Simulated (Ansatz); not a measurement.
# GaH₃S: two vibrations frozen in

Aim: map the energy of GaH₃S, SMILES [SH][GaH2] over two coordinates, and find its wells, ridges and stiffness.

The runs use Ansatz 0.2.0; RHF-MP2, frozen core/def2-TZVP.

### Step 1. The system as given

SMILES `[SH][GaH2]`, 5 atoms, charge 0, spin multiplicity 1.

Atoms are counted from 1 here; the program's logs count them from 0.

Bond lengths: S1–Ga2 2.218 Å, S1–H3 1.362 Å, Ga2–H4 1.572 Å, Ga2–H5 1.573 Å. Angles: Ga2–S1–H3 94.7°, S1–Ga2–H4 114.3°, S1–Ga2–H5 118.1°, H4–Ga2–H5 127.6°.

Coordinates:

```tsv
atom	x (Å)	y (Å)	z (Å)
S1	0.0318	-1.4638	0.6869
Ga2	-0.3302	0.4425	-0.3881
H3	1.2751	-1.1144	1.1206
H4	-1.7275	0.5266	-1.1036
H5	0.8007	1.5355	-0.3572
```

This geometry comes from a loose relaxation at PBE in a small basis, which is not shown.

### Step 4. Plan of the scan

The axes are (1) normal mode 1 (406 cm⁻¹): 15 values from −0.554 amu½·Å; (2) normal mode 2 (419 cm⁻¹): 15 values from −1.362 amu½·Å.

Nothing else is relaxed (straight displacements along the two mass-weighted modes). Energies count from the relaxed molecule at the same level. Points are written as (first, second).

The patterns, per unit of each coordinate (Å):

```tsv
atom	x1	y1	z1	x2	y2	z2
S1	-0.011	0.011	0.023	0.027	-0.122	0.071
Ga2	0.001	-0.001	-0.002	-0.013	0.057	-0.033
H3	0.325	-0.317	-0.673	0.025	-0.099	0.059
H4	0.145	-0.142	-0.300	-0.014	0.038	-0.025
H5	-0.169	0.165	0.349	0.033	0.006	0.013
```

(The set-up runs are not shown.)

### Step 5. Point (0.000 amu½·Å, 0.000 amu½·Å)

input.yaml reads:

```yaml
crystal:
  periodic: [false, false, false]
  atoms:
    - { symbol: S, position_ang: [0.039387, -1.451625, 0.683766] }
    - { symbol: Ga, position_ang: [-0.328571, 0.432823, -0.382939] }
    - { symbol: H, position_ang: [1.260182, -1.104757, 1.109866] }
    - { symbol: H, position_ang: [-1.700548, 0.533907, -1.093411] }
    - { symbol: H, position_ang: [0.77945, 1.516053, -0.358682] }
basis:
  gaussian: { orbitals: def2-TZVP }
hamiltonian:
  xc: hf
output:
  forces: true
correlation:
  method: mp2
```

On the command line:

```
$ ansatz run input.yaml --threads 1 --pin off --max-ram 2560MiB --backend cpu --events-out ev --progress --plain --runs-dir out
```

Further runs follow: the other points that were computed.

Before running it: what results should come out? Wanted: lowest point; highest computed point; dipole moment.

As calculated:

```
               quantity                                                                                                     value
           lowest point                                                                    (0.000 amu½·Å, 0.000 amu½·Å), 0 kJ/mol
 highest computed point                                               (−0.554 amu½·Å, −1.362 amu½·Å), 107 kJ/mol above the lowest
      dipole moment (D)  0.92 at (0.000 amu½·Å, −0.778 amu½·Å) to 2.44 at (−0.554 amu½·Å, 1.362 amu½·Å); 1.23 at the lowest point
time for the whole task                                                                          3.6 min on 1 thread, shared host
```

**Reading.** The lowest computed point is at (0.000 amu½·Å, 0.000 amu½·Å), 0 kJ/mol from the relaxed molecule at the same level. The grid shows no other well, apart from its symmetry copies. The highest computed point, (0.554 amu½·Å, −1.362 amu½·Å), lies 107 kJ/mol above the lowest. Round the minimum the two coordinates are nearly uncoupled.
